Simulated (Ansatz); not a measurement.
# GaF (Pm-3m) in Ansatz: single point with PBE

Aim: the single point of GaF with PBE.

Program: Ansatz 0.2.0. These are calculated values, not measurements. Logs are shortened: lines on timing, memory, paths and dates and some standing lists are left out, and cuts for length are marked.

### Step 1. The crystal as given

Symmetry: Pm-3m, No. 221, cubic system. Conventional cell: a = 3.166 Å, b = 3.166 Å, c = 3.166 Å, α = 90.00°, β = 90.00°, γ = 90.00°. Ga (site symmetry m-3m) has 8 F at 2.74 Å as nearest neighbours. Around F (site symmetry m-3m) lie 8 Ga at 2.74 Å.

The cell was built by a generator and needn't be a form met in nature.

### Step 2. Single point, PBE

File input.yaml:

```yaml
crystal:
  lattice:
    - [3.16592, 0.0, 0.0]
    - [0.0, 3.16592, 0.0]
    - [0.0, 0.0, 3.16592]
  atoms:
    - { symbol: Ga, position: [0.0, 0.0, 0.0] }
    - { symbol: F, position: [0.5, 0.5, 0.5] }
kpoints:
  mp_grid: { grid: [5, 5, 5] }
scf:
  occupations: { method: fermi_dirac, width: 0.04 }
hamiltonian:
  xc: pbe
  pseudopotentials: { kind: all_electron, lapw: { basis_error: 0.002 } }
output:
  forces: true
  stress: true
  eigenvalues: true
```

Potentials or basis: all-electron LAPW, scalar-relativistic.

The run is started by

```console
$ ansatz run input.yaml --threads 1 --pin off --max-ram 3072MiB --backend cpu --events-out ev --progress --plain --runs-dir out
```

The program printed:

```text
Warning: RAYON_NUM_THREADS=1 ignored (pool sized by the plan → 1); use --threads N
LAPW: plane waves up to 7.191 Å⁻¹, error target 2.0e-3 eV per atom; small_component_spin mean_spin; F in spheres of 1.301 Å, 7 of its electrons in bands, Dirac shells []; Ga in spheres of 1.441 Å, 21 of its electrons in bands, Dirac shells [] (how accurate: hamiltonian.pseudopotentials.lapw.basis_error, Limitations)
Engine: ansatz 0.2.0, aarch64-unknown-linux-gnu
Pseudopotentials: kind: all_electron
Pseudopotential: Ga, LAPW, valence charge 21, lapw/all_electron/scalar/gaussian/Ga, Koelling and Harmon's equation, gaussian nucleus
Pseudopotential: F, LAPW, valence charge 7, lapw/all_electron/scalar/gaussian/F, Koelling and Harmon's equation, gaussian nucleus
Functional definition: PBE
  parameter kappa = 0.804
  parameter beta = 0.06672455060314922
  exchange = pbe_x(kappa = kappa, mu = beta*pi^2/3)
  correlation = pbe_c(beta = beta)
Crystal: 2 atoms, lattice volume = 31.732 Å³
Basis set: ecut = 196.99252318381255 eV, 203 PW (Γ), exchange–correlation at level 2
Bands: 18, of which v1, the nominal top of the filled ones, is band 14 counted from 1 (13 counted from 0)
Symmetry: 48 space group operations
Space group: Pm-3m (ITA 221), of the structure as read, at distance tolerance 3.2e-5 Å
k-points: 10 of 125
Non-local potential: Ga, projectors of the file, none
Non-local potential: F, projectors of the file, none
Initial density: superposition of atomic densities (chi_scale 0.1, normalization cell), built separately for each of the 2 bonded fragments (scf.initial_density.interfragment_charge_transfer: auto; true builds it for the cell as a whole; a typed value also counts as a typed key of the start: scf.initial_density.chi_scale says what that changes, if anything)
Initial wavefunctions: plane waves of lowest kinetic energy (no species holds an atomic orbital)
Functional: x = pbe(κ = 0.804, μ = 0.2195149727645171), c = pbe(β = 0.06672455060314922)
iter 1 solved again at ethr=3.14e-3 eV; its pass at ethr=1.00e-1 eV (dr2=8.80e-1 eV) is discarded
SCF iter   1: F=—  HF=-55619.632177 eV  |F-HF|=—  |Δ(HF+E_count)|=         —  Δρ=4.01e-2  dr2=8.80e-1  ethr=3.14e-3  ⟨swp⟩=2.0  Hψ=1164  notcnv=0
preconditioner: auto → none  [insulator: Δε(μ)=1.848 eV  Ē_g=18.135 eV  σ=0.040 eV  W_gap=1.00  n_scr=6 (ndim 8)  ℏωp=29.5 eV  f_vac=0.000  D(μ)=0.00/eV (n_scr^D=0)  ε∞_Penn≈3.6]
SCF iter   2: F=—  HF=-55619.082628 eV  |F-HF|=—  |Δ(HF+E_count)|=   5.50e-1  Δρ=1.37e-2  dr2=9.19e-2  ethr=3.14e-3  ⟨swp⟩=3.0  Hψ=617  notcnv=0
SCF iter   3: F=—  HF=-55618.582649 eV  |F-HF|=—  |Δ(HF+E_count)|=   5.00e-1  Δρ=1.05e-2  dr2=6.02e-2  ethr=3.28e-4  ⟨swp⟩=3.0  Hψ=603  notcnv=0
SCF iter   4: F=—  HF=-55618.571529 eV  |F-HF|=—  |Δ(HF+E_count)|=   1.11e-2  Δρ=5.03e-3  dr2=1.42e-2  ethr=2.15e-4  ⟨swp⟩=2.6  Hψ=577  notcnv=0
SCF iter   5: F=—  HF=-55618.557732 eV  |F-HF|=—  |Δ(HF+E_count)|=   1.38e-2  Δρ=2.08e-3  dr2=2.41e-3  ethr=5.08e-5  ⟨swp⟩=2.0  Hψ=538  notcnv=0
iter 6 solved again at ethr=2.97e-9 eV; its pass at ethr=8.62e-6 eV (dr2=8.32e-7 eV) is discarded
SCF iter   6: F=—  HF=-55618.554847 eV  |F-HF|=—  |Δ(HF+E_count)|=   2.88e-3  Δρ=6.31e-5  dr2=8.22e-7  ethr=2.97e-9  ⟨swp⟩=2.9  Hψ=930  notcnv=0
SCF iter   7: F=—  HF=-55618.554860 eV  |F-HF|=—  |Δ(HF+E_count)|=   1.25e-5  Δρ=1.81e-5  dr2=1.42e-7  ethr=2.94e-9  ⟨swp⟩=3.0  Hψ=568  notcnv=0
SCF iter   8: F=-55618.554860 eV  HF=-55618.554860 eV  |F-HF|=1.73e-9  |Δ(HF+E_count)|=   7.13e-8  Δρ=2.16e-6  dr2=1.27e-9  ethr=5.08e-10  ⟨swp⟩=3.0  Hψ=570  notcnv=0
SCF 1 converged in 8 iterations: F = -55618.554860 eV  dr2 = 1.27e-9
SCF converged after 8 iterations
Free energy (F): -55618.554860 eV
Harris-Foulkes:  -55618.554860 eV  (|F-HF|=1.73e-9)
Internal energy: -55618.554860 eV  (E = F + TS)
E sigma→0 (E₀):  -55618.554860 eV
Fermi energy:    7.232970 eV
--- Per-component energies (eV) ---
  E_band       = -867.397585
  E_kinetic    = 56656.814947
  E_xc         = -2340.598605
  E_electrostatic = -109934.771201  (all electrons and nuclei)
  E_smearing   = -0.000000  (= −TS)
  E_closure    = 0.000000  (closes the sum)
  E_atoms      = -55611.126607  (free atoms, spherical and without spin; not in F)
  Σ components = -55618.554860   (vs F -55618.554860, Δ=0.00e0)
  Basis errors (estimates in eV, not in F): energy 4.3e-4 per atom: plane waves 4.2e-4 (2.2e-4 summed), levels above the bands 3.6e-106, relativity 3.6e-8, radial functions 9.4e-6, core shells 1.5e-10; eigenvalues (radial functions only) 1.3e-4; not estimated: angular momenta, meshes, grids; target (lapw.basis_error) 2.0e-3; muffin-tin radii F 1.301 Å, Ga 1.441 Å
--- Forces (eV/Å), atoms counted from 1 ---
  atom   1  Ga    -0.00000000    -0.00000000     0.00000000
  atom   2  F      0.00000000    -0.00000000     0.00000000
  max |Σ_I F_I| component: 1.86e-31 eV/Å
--- Stress (GPa, compression-positive) ---
       -0.212128      -0.000000       0.000000
       -0.000000      -0.212128       0.000000
        0.000000       0.000000      -0.212128
  P = ⅓ Tr σ = -0.2121 GPa (-2.121 kbar)
--- Band table (eV; the first three rows and the last of 10) ---
  k-point 0: bands = ["-136.0596", "-86.7955", "-86.7955", "-86.7955", "-15.1561", "-7.2538", "-7.2538", "-7.0869", "-7.0869", "-7.0869", "1.0147", "3.6378", "3.6378", "3.6378", "15.4157", "15.4157", "15.4157", "16.8420"]
  k-point 1: bands = ["-136.0595", "-86.7957", "-86.7955", "-86.7955", "-15.1059", "-7.2505", "-7.2130", "-7.1035", "-7.1035", "-7.0856", "0.7374", "3.7299", "3.7299", "4.1440", "11.8632", "15.4688", "15.4688", "17.3790"]
  k-point 2: bands = ["-136.0595", "-86.7961", "-86.7955", "-86.7955", "-15.0230", "-7.2452", "-7.1489", "-7.1300", "-7.1300", "-7.0834", "0.3297", "3.8830", "3.8830", "5.5936", "8.3974", "15.5447", "15.5447", "18.9159"]
  k-point 9: bands = ["-136.0595", "-86.7961", "-86.7961", "-86.7961", "-14.8325", "-7.1831", "-7.1831", "-7.1714", "-7.0670", "-7.0670", "2.7215", "3.0642", "3.0642", "6.0569", "9.8693", "9.8693", "11.1699", "18.9219"]
```

Wall time 1.8 s (1 thread of Arm Neoverse V2, shared host); peak memory 0.21 GiB.

Results:

- Free energy: -55618.5549 eV
- Pressure: -0.2 GPa
- Band gap on the k mesh: 2.34 eV, indirect (least direct gap 2.80 eV)

Caveat: an odd mesh through Γ misses points on the zone boundary, where band edges often lie.
